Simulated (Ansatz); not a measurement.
**BrCdH3OSi: basis-set convergence**

Aim: see how fast density functionals converge with the basis set for BrCdH3OSi.

Computed with Ansatz 0.2.0, Gaussian basis. Level: one geometry, several basis sets.

Plan: PBE0-D4/def2-SVP; ωB97M-V/def2-SVP; PBE0-D4/def2-QZVPP; ωB97M-V/def2-QZVPP; the functionals' def2-TZVPP values are taken from earlier runs.

1 further run of the same task is left out (for a known fault of the program).

### 1 The relaxed structure

An earlier PBE0-D4 in a triple-zeta def2 set relaxation fixed the geometry. Cd takes the def2 core potential; no spin-orbit term is included.

SMILES `[SiH3][O][Cd][Br]`, 7 atoms, charge 0, spin multiplicity 1.

Atoms are counted from 1 here; the program's logs count them from 0.

Bond lengths: Si1–O2 1.626 Å, Si1–H5 1.487 Å, Si1–H6 1.493 Å, Si1–H7 1.493 Å, O2–Cd3 1.957 Å, Cd3–Br4 2.387 Å. Angles: O2–Si1–H5 109.0°, O2–Si1–H6 111.9°, O2–Si1–H7 111.9°, H5–Si1–H6 108.5°, H5–Si1–H7 108.5°, H6–Si1–H7 107.0°, Si1–O2–Cd3 135.7°, O2–Cd3–Br4 177.1°.

### 2 PBE0-D4 in def2-SVP

File in.yaml:

```yaml
crystal:
  periodic: [false, false, false]
  atoms:
    - {symbol: Si, position_ang: [-0.466440, 1.002154, 0.647581]}
    - {symbol: O, position_ang: [-0.185288, -0.591837, 0.491744]}
    - {symbol: Cd, position_ang: [0.663127, -1.740667, -0.846046]}
    - {symbol: Br, position_ang: [1.673074, -3.237802, -2.407128]}
    - {symbol: H, position_ang: [-1.178430, 1.245616, 1.930444]}
    - {symbol: H, position_ang: [0.800755, 1.792414, 0.651709]}
    - {symbol: H, position_ang: [-1.306787, 1.530123, -0.468304]}
basis:
  gaussian: {orbitals: def2-SVP}
hamiltonian: {xc: pbe0, dispersion: d4}
output: {orbitals: {seedname: orbitals}}
```

Started as:

```bash
ansatz run in.yaml --threads 4 --pin off --events-out ev --progress --plain --max-ram 10444MiB
```

The runs that follow: ωB97M-V in def2-SVP; PBE0-D4 in def2-QZVPP; ωB97M-V in def2-QZVPP.

Q: Predict the results of all the runs planned. Wanted: PBE0-D4: double and triple zeta above quadruple; ωB97M-V: double and triple zeta above quadruple.

**Answer**, as computed:

```
                                       quantity           value
PBE0-D4: double and triple zeta above quadruple  17.07, 1.97 eV
ωB97M-V: double and triple zeta above quadruple  17.07, 1.88 eV
```

For PBE0-D4 the step from double to triple zeta gains 15.10 eV and the next only 1.97 eV. Total energies overstate the basis error of differences, where much of it tends to cancel.
